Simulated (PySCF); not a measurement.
# InSi⁺ (triplet): changing the method

What do other methods print for InSi⁺ (triplet)?

The runs use PySCF 2.14.0; method and basis as typed in the scripts.

7 further runs of the same task are left out: 1 for a known fault of the program, 6 that didn't finish.

## Step 1: The starting structure

InSi⁺ (triplet): 2 atoms, charge 1, spin multiplicity 3.

Bond lengths: In1–Si2 2.605 Å.

## Step 2: Base script

input.py

```python
from pyscf import gto, scf, mp

mol = gto.M(
    atom='In 0 0 0; Si 0 0 2.605',
    basis='lanl2dz',
    ecp={'In': 'lanl2dz', 'Si': 'lanl2dz'},
    charge=1,
    spin=2,
    verbose=3,
)
mf = scf.UHF(mol)
mf.kernel()
mp.MP2(mf).kernel()
mf.dip_moment()
print('orbital energies (hartree):', [e[max(0, n-3):n+3].round(4) for e, n in zip(mf.mo_energy, mol.nelec)])
```

Launch:

```sh
OMP_NUM_THREADS=1 python input.py
```

## Step 3: Lc_wpbe (UKS)

Run 1 changes functional: none (Hartree–Fock) → lc_wpbe; SCF type: UHF → UKS; step after the SCF: mp2 → analyze.

input.py: that of step 2 with these lines changed.

```diff
@@ -1,2 +1,2 @@
-from pyscf import gto, scf, mp
+from pyscf import gto, dft
 
@@ -10,5 +10,5 @@
 )
-mf = scf.UHF(mol)
+mf = dft.UKS(mol, xc='lc_wpbe')
 mf.kernel()
-mp.MP2(mf).kernel()
+mf.mulliken_pop()
 mf.dip_moment()
```

## Step 4: SCF alone

Run 2 changes step after the SCF: mp2 → none.

input.py: that of step 2 with these lines changed.

```diff
@@ -1,2 +1,2 @@
-from pyscf import gto, scf, mp
+from pyscf import gto, scf
 
@@ -12,3 +12,2 @@
 mf.kernel()
-mp.MP2(mf).kernel()
 mf.dip_moment()
```

## Step 5: Bp86 (UKS)

Run 3 changes functional: none (Hartree–Fock) → bp86; SCF type: UHF → UKS; step after the SCF: mp2 → analyze.

input.py: that of step 2 with these lines changed.

```diff
@@ -1,2 +1,2 @@
-from pyscf import gto, scf, mp
+from pyscf import gto, dft
 
@@ -10,5 +10,5 @@
 )
-mf = scf.UHF(mol)
+mf = dft.UKS(mol, xc='bp86')
 mf.kernel()
-mp.MP2(mf).kernel()
+mf.mulliken_pop()
 mf.dip_moment()
```

## Step 6: ROHF

Run 4 changes SCF type: UHF → ROHF.

input.py

```python
from pyscf import gto, scf, mp

mol = gto.M(
    atom='In 0 0 0; Si 0 0 2.605',
    basis='lanl2dz',
    ecp={'In': 'lanl2dz', 'Si': 'lanl2dz'},
    charge=1,
    spin=2,
    verbose=3,
)
mf = scf.ROHF(mol)
mf.kernel()
mp.MP2(mf).kernel()
mf.dip_moment()
print('orbital energies (hartree):', mf.mo_energy[..., max(0, mol.nelec[1]-3):mol.nelec[0]+3].round(4))
```

## Step 7: R2scan (UKS)

Run 5 changes functional: none (Hartree–Fock) → r2scan; SCF type: UHF → UKS; step after the SCF: mp2 → analyze.

input.py: that of step 2 with these lines changed.

```diff
@@ -1,2 +1,2 @@
-from pyscf import gto, scf, mp
+from pyscf import gto, dft
 
@@ -10,5 +10,5 @@
 )
-mf = scf.UHF(mol)
+mf = dft.UKS(mol, xc='r2scan')
 mf.kernel()
-mp.MP2(mf).kernel()
+mf.mulliken_pop()
 mf.dip_moment()
```

## Step 8: Frequency run

Run 6 changes step after the SCF: mp2 → frequency.

input.py: that of step 2 with these lines changed.

```diff
@@ -1,2 +1,3 @@
-from pyscf import gto, scf, mp
+from pyscf import gto, scf
+from pyscf.hessian import thermo
 
@@ -12,3 +13,4 @@
 mf.kernel()
-mp.MP2(mf).kernel()
+hess = mf.Hessian().kernel()
+print('wavenumber (cm^-1) =', thermo.harmonic_analysis(mol, hess)['freq_wavenumber'].round(1))
 mf.dip_moment()
```

**Question.** What will these runs give? Wanted: for each run, E(SCF); from base; after the SCF.

**Answer**, as computed:

```tsv
run	E(SCF) (hartree)	from base (eV)	after the SCF
base	-5.251061	0	MP2 correlation -0.855 eV
lc_wpbe (UKS)	-5.407935	not comparable	n/a
SCF alone	-5.251061	0.0000	n/a
bp86 (UKS)	-5.438554	not comparable	n/a
ROHF	-5.241989	+0.2468	MP2 correlation -1.078 eV
r2scan (UKS)	-5.405738	not comparable	n/a
frequency run	-5.251061	0.0000	highest mode 202 cm⁻¹
```

In words: A lower total energy from another functional means nothing by itself.
